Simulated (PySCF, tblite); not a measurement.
**CH6Cl2OSi2, a small molecule taken as a stand-in for a surface group (Si site with back bonds [SiH3], Cl, OC): NMR shifts, core binding energies and electronic excitations**

What NMR shifts, core binding energies and electronic excitations should one expect for `CO[Si]([SiH3])(Cl)Cl`?

Programs: tblite 0.8.0 and PySCF 2.14.0. All values are calculated, for the isolated system unless a continuum is named. Atoms count from 0, parts from 1.

### 1 Starting point

12 atoms, charge 0, multiplicity 1; geometry: distance geometry start.

### 2 Relaxing the cluster with GFN2-xTB

What the job is given:

```
{"job": {"kind": "relax", "xc": "GFN2-xTB", "basis": "xTB"}, "charge": 0, "multiplicity": 1}
Si     1.486847     0.597859    -0.736960
Si     1.915634    -1.535872    -0.275585
Cl     3.156049     1.793230    -0.235240
O      0.101902     1.111205     0.200091
C     -1.119247     0.396279     0.309889
Cl     1.053623     0.773057    -2.813744
H      2.946917    -2.017379    -1.158498
H      0.763915    -2.310155    -0.452370
H      2.369717    -1.658979     1.066435
H     -1.610318     0.384944    -0.600109
H     -0.913658    -0.562776     0.607228
H     -1.732019     0.848061     1.013138
```

Method: GFN2-xTB geometry optimisation, gas phase.

Launch:

```bash
> OMP_NUM_THREADS=1 python cluster_run.py task.json out
```

This one command runs all jobs of the session in turn.

**Question.** The jobs that follow are: PBE0-D3(BJ)/def2-SVP geometry optimisation, gas phase; GIAO PBE0/pcSseg-1 NMR shielding, non-relativistic, gas phase; delta-SCF UKS SCAN, pcX-2 on the ionised atom, pcseg-1 elsewhere, spin-free X2C; TDDFT CAM-B3LYP/def2-SVPD, vertical, gas phase, core orbitals frozen in the response. Predict: point group; rotational constants (main isotopes); $^{13}$C shifts against TMS (PBE0/pcSseg-1); $^{1}$H shifts against TMS (PBE0/pcSseg-1); $^{29}$Si shifts against TMS (PBE0/pcSseg-1); $^{35}$Cl shifts against HCl (PBE0/pcSseg-1); $^{17}$O shifts against H2O (PBE0/pcSseg-1); Si2p binding energies, SCAN/pcX-2; Cl2p binding energies, SCAN/pcX-2; O1s binding energies, SCAN/pcX-2; lowest singlet (CAM-B3LYP/def2-SVPD); brightest single state of those computed; lowest triplet; vertical ionisation energy (ΔSCF).

The runs gave:

| quantity | value |
| --- | --- |
| point group | C1 |
| rotational constants (main isotopes) | 1.28, 1.21, 1.07 GHz |
| $^{13}$C shifts against TMS (PBE0/pcSseg-1) | 52.2 ppm |
| $^{1}$H shifts against TMS (PBE0/pcSseg-1) | 3.84, 3.76, 3.58, 3.53, 3.52, 3.50 ppm |
| $^{29}$Si shifts against TMS (PBE0/pcSseg-1) | 17.8, -105.8 ppm |
| $^{35}$Cl shifts against HCl (PBE0/pcSseg-1) | 131, 125 ppm |
| $^{17}$O shifts against H2O (PBE0/pcSseg-1) | 66.8 ppm |
| Si2p binding energies, SCAN/pcX-2 | Si0 108.84, Si1 107.21 eV |
| Cl2p binding energies, SCAN/pcX-2 | Cl2 206.65, Cl5 206.57 eV |
| O1s binding energies, SCAN/pcX-2 | O3 538.58 eV |
| lowest singlet (CAM-B3LYP/def2-SVPD) | 6.96 eV (178 nm), f = 0.066 |
| brightest single state of those computed | state 3, 7.53 eV, f = 0.279 |
| lowest triplet | 6.11 eV |
| vertical ionisation energy (ΔSCF) | 10.27 eV |

In words: The start of the PBE0/def2-SVP relaxation was shaken at random by about 0.01 Å, so part of the energy gained, and of the first lengths quoted, undoes that. Relaxing lowered the energy by 0.238 eV in 4 steps; the close pair that moved most is Si0–Cl2, from 1.997 to 2.053 Å (PBE0/def2-SVP). Hydrogens of an XH3 group are listed apart at this fixed geometry; free rotation makes them one line at their mean. At PBE0/pcSseg-1: Shielding is most anisotropic at Cl2 (span 307 ppm, paramagnetic term -336 ppm). At SCAN/pcX-2: The Si2p levels kept as sound span 1.63 eV, from Si1 (silicon bonded to Si, 3 H) up to Si0 (silicon bonded to 2 Cl, O, Si). At SCAN/pcX-2: the Cl2p levels computed lie within 0.08 eV of one another, too close to rank. The lowest singlet, at 6.96 eV, is HOMO→LUMO 0.69, HOMO→LUMO+1 0.19 and is bright; of the 6 states computed, the strongest absorption comes from state 3 at 7.53 eV. The lowest triplet lies 0.85 eV below the lowest singlet (triplets in Tamm-Dancoff, singlets in full TDDFT). The orbital energy would give 9.58 eV for ionisation, ΔSCF gives 10.27 eV. A capped cluster stands for the solid here, so long-range fields and strain are missing, and bands or shifts of the capping hydrogens have no counterpart in it.
